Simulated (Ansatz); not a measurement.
**AlGaSiH (sextet): wave-function methods side by side, cc-pVDZ**

An exercise on one series of results from a longer session: the logs are not shown, and one member is left open.

Computed with Ansatz 0.2.0, Gaussian basis. Level: cc-pVDZ, core rule «outside noble gas», up to 24 orbitals frozen.

The runs, in order: UHF; CCSD(T) on ROHF; CCSD(T) on UHF; BCCD(T) on ROHF; CISD; CCSDT(Q) on ROHF; CCSDT(Q) on UHF.

29 further runs of the same task are left out: 2 for a known fault of the program, 17 that didn't finish, 10 set aside as unsound or not needed.

**The system**

The geometry is a PBE0/def2-TZVP stationary point (not a proven minimum) of the parent state, kept for this charge and spin. No spin-orbit coupling is included. The filled d shell of Ga may be among the frozen orbitals whatever the setting's name suggests; the logs give the count.

4 atoms, charge 0, spin multiplicity 6.

Atoms are counted from 1 here; the program's logs count them from 0.

Bond lengths: Ga1–Al2 2.642 Å, Ga1–H4 1.921 Å, Al2–Si3 2.391 Å, Al2–H4 1.811 Å. Angles: Al2–Ga1–H4 43.3°, Ga1–Al2–Si3 171.6°, Ga1–Al2–H4 46.7°, Si3–Al2–H4 125.0°, Ga1–H4–Al2 90.1°.

As a file:

```
atom   x (Å)    y (Å)    z (Å)
 Ga1  0.0000  -0.2796   2.2832
 Al2  0.0000  -0.4385  -0.3541
 Si3  0.0000  -0.2324  -2.7363
  H4  0.0000   0.9506   0.8072
```

Set-up of the first run:

in.yaml

```yaml
crystal:
  periodic: [false, false, false]
  atoms:
    - {symbol: Ga, position_ang: [-0.000001, -0.279644, 2.283217]}
    - {symbol: Al, position_ang: [0.000001, -0.438476, -0.354113]}
    - {symbol: Si, position_ang: [-0.000002, -0.232433, -2.736259]}
    - {symbol: H, position_ang: [0.000003, 0.950553, 0.807155]}
basis:
  gaussian: {orbitals: cc-pVDZ}
magnetization: {spin_polarized: true, initial_magnetization: 5}
hamiltonian: {xc: hf}
output: {orbitals: {seedname: orbitals}}
```

On the command line:

```bash
$ ansatz run in.yaml --threads 1 --pin off --events-out ev --progress --plain --max-ram 2393MiB
```

Among the steps run: UHF; CCSD(T) on ROHF; CCSD(T) on UHF; BCCD(T) on ROHF; CISD; CCSDT(Q) on ROHF; CCSDT(Q) on UHF.

One table of the session follows, with a row left open; its other results are not shown here.

```
   method  from RCCSDT(Q) (meV)
     ROHF               +5319.9
      UHF                     ?
     RMP2               +1423.6
     UMP2               +1436.9
     CISD                +727.1
    RCCSD                +305.2
    UCCSD                +302.2
 RCCSD(T)                 +87.6
 UCCSD(T)                 +86.1
  BCCD(T)                 +82.0
   RCCSDT                 +18.2
   UCCSDT                 +16.1
RCCSDT(Q)                     0
UCCSDT(Q)                  -3.2
```

**Question.** Estimate the row for UHF.

As computed: from RCCSDT(Q) (meV): +5233.5. In the column «from RCCSDT(Q) (meV)» it lies between UMP2 (+1436.9) and ROHF (+5319.9).

Limits of these values: Restricted and unrestricted rows rest on different reference determinants; where their highest levels disagree by more than a few hundredths of an eV, they describe different states and don't form one ladder.
